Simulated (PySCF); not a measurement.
# C2H5BrS2Si: the cost of one run

Programs: PySCF 2.14.0, with density-fitted response routines of our own. Each step states its level of theory. These are calculated values for one molecule in the gas phase, unless marked as measured. Atoms are numbered from 0 throughout.

## 1. The molecule as given

11 atoms, charge 0, multiplicity 1; geometry from: GFN2-xTB. The atoms were then displaced at random by about 0.01 Å, so the start is not that level's minimum.

Bonds of the start (Å): Br0–Si1 2.23, Si1–S2 2.15, S2–C3 1.78, C3–C4 1.52, C4–S5 1.82, S5–Si1 2.13, Si1–H6 1.45, C3–H7 1.11, C3–H8 1.11, C4–H9 1.07, C4–H10 1.10.

## 2. Relaxing the molecule at PBE0-D3(BJ)/def2-SVP

Job settings and geometry (Å):

```
{"job": {"xc": "PBE0", "basis": "def2-SVP", "d3": "d3bj", "grid": 1, "shake": 0.01, "kind": "geom"}, "charge": 0, "multiplicity": 1}
Br     3.304340    -0.001750     1.330360
Si     1.727360    -0.053600    -0.248010
S      0.395350     1.635990    -0.231940
C     -0.999180     0.708600     0.383050
C     -1.122000    -0.663310    -0.268770
S      0.360330    -1.647730     0.106700
H      2.410140    -0.147540    -1.524160
H     -1.891050     1.311690     0.129610
H     -0.952420     0.631920     1.490690
H     -1.220550    -0.580440    -1.331600
H     -1.974190    -1.219660     0.148400
```

Run with:

```bash
$ OMP_NUM_THREADS=1 python probes_run.py task.json out
```

One launch serves the whole session: the jobs run in the order shown.

**Question.** How long does this first job take on 1 thread of Arm Neoverse V1, shared host, and how much memory does it need?

About 2.1 min, with a peak of 0.58 GiB.
